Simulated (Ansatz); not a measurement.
**Si₃H₆O₂: one species, many methods**

One table from this session's results is given with a row withheld; the runs are named, their logs left out.

Program: Ansatz 0.2.0, Gaussian basis. Level of theory: functionals in def2-TZVPP, the program's frozen cores in correlated methods. These are calculated values, not measurements.

Plan: LDA (SPW92), PBE-D4, revPBE-D4, BLYP-D4, r2SCAN-D4, B97M-V, PBE0-D4, B3LYP-D4, r2SCANh-D4, r2SCAN0-D4, HSE06-D4, BHLYP-D4, CAM-B3LYP-D4, LC-ωPBE, ωB97X-V, ωB97M-V, B2PLYP, PBE-QIDH; CCSD(T)/def2-SVP; CCSD(T)/def2-TZVPP; MP2/def2-QZVPP; extrapolation to the limit; RPA on PBE.

### The relaxed structure

The geometry comes from an earlier relaxation with PBE0-D4 in a triple-zeta def2 set; it is a stationary point, not always the lowest conformer.

SMILES `[SiH3]O[Si]O[SiH3]`, 11 atoms, charge 0, spin multiplicity 1.

Atoms are counted from 1 here; the program's logs count them from 0.

Bond lengths: Si1–O2 1.643 Å, Si1–H6 1.486 Å, Si1–H7 1.483 Å, Si1–H8 1.483 Å, O2–Si3 1.640 Å, Si3–O4 1.640 Å, O4–Si5 1.643 Å, Si5–H9 1.483 Å, Si5–H10 1.486 Å, Si5–H11 1.483 Å. Angles: O2–Si1–H6 110.6°, O2–Si1–H7 108.8°, O2–Si1–H8 108.8°, H6–Si1–H7 109.4°, H6–Si1–H8 109.4°, H7–Si1–H8 109.8°, Si1–O2–Si3 146.7°, O2–Si3–O4 100.5°, Si3–O4–Si5 146.7°, O4–Si5–H9 108.8°, O4–Si5–H10 110.6°, O4–Si5–H11 108.8°, H9–Si5–H10 109.4°, H9–Si5–H11 109.8°, H10–Si5–H11 109.4°.

Set-up of the first run:

Contents of in.yaml:

```yaml
crystal:
  periodic: [false, false, false]
  atoms:
    - {symbol: Si, position_ang: [-2.783551, 0.530439, -0.561317]}
    - {symbol: O, position_ang: [-1.219419, 0.270728, -0.130153]}
    - {symbol: Si, position_ang: [-0.087780, 0.377000, 1.052209]}
    - {symbol: O, position_ang: [1.219599, -0.229711, 0.269557]}
    - {symbol: Si, position_ang: [2.814102, -0.617017, 0.355651]}
    - {symbol: H, position_ang: [-3.548745, 1.109784, 0.573717]}
    - {symbol: H, position_ang: [-3.392566, -0.762901, -0.956835]}
    - {symbol: H, position_ang: [-2.814746, 1.471168, -1.707672]}
    - {symbol: H, position_ang: [2.969639, -2.068237, 0.091362]}
    - {symbol: H, position_ang: [3.356518, -0.299649, 1.702695]}
    - {symbol: H, position_ang: [3.552249, 0.161496, -0.668613]}
basis:
  gaussian: {orbitals: def2-TZVPP}
hamiltonian: {xc: lda}
output: {orbitals: {seedname: orbitals}}
```

Among the steps run: LDA; PBE-D4 (GGA); revPBE-D4 (GGA); BLYP-D4 (GGA); r2SCAN-D4 (meta-GGA); B97M-V (meta-GGA); PBE0-D4 (hybrid); B3LYP-D4 (hybrid); r2SCANh-D4 (hybrid); r2SCAN0-D4 (hybrid); HSE06-D4 (hybrid); BHLYP-D4 (hybrid); CAM-B3LYP-D4 (range-separated); LC-ωPBE-D4 (range-separated; the results give it without D4); ωB97X-V (range-separated); ωB97M-V (range-separated); B2PLYP (double hybrid); PBE-QIDH (double hybrid).

One of the session's tables, all rows but one given; the rest of the session is left out.

It belongs to the step «Orbital energies across the functionals». 

```
  functional  HOMO (eV)  LUMO (eV)  gap (eV)
 LDA (SPW92)      -6.09      -2.42      3.67
      PBE-D4      -5.97      -2.26      3.71
   revPBE-D4      -5.92      -2.20      3.72
     BLYP-D4      -5.85      -2.12      3.73
   r2SCAN-D4      -6.17      -2.16      4.02
      B97M-V      -6.32      -2.18      4.14
     PBE0-D4      -7.08      -1.41      5.67
    B3LYP-D4      -6.90      -1.60      5.30
  r2SCANh-D4      -6.59      -1.83      4.76
  r2SCAN0-D4      -7.21      -1.35      5.86
    HSE06-D4      -6.68      -1.79      4.89
    BHLYP-D4      -8.10      -0.48      7.62
CAM-B3LYP-D4          ?          ?         ?
     LC-ωPBE      -9.68       0.79     10.47
     ωB97X-V      -9.37       0.69     10.06
     ωB97M-V      -9.26       0.56      9.82
```

**Question.** Estimate the row for CAM-B3LYP-D4.

**Answer.** HOMO (eV): -8.40; LUMO (eV): -0.30; gap (eV): 8.10. In the column «HOMO (eV)» it lies between ωB97M-V (-9.26) and BHLYP-D4 (-8.10).
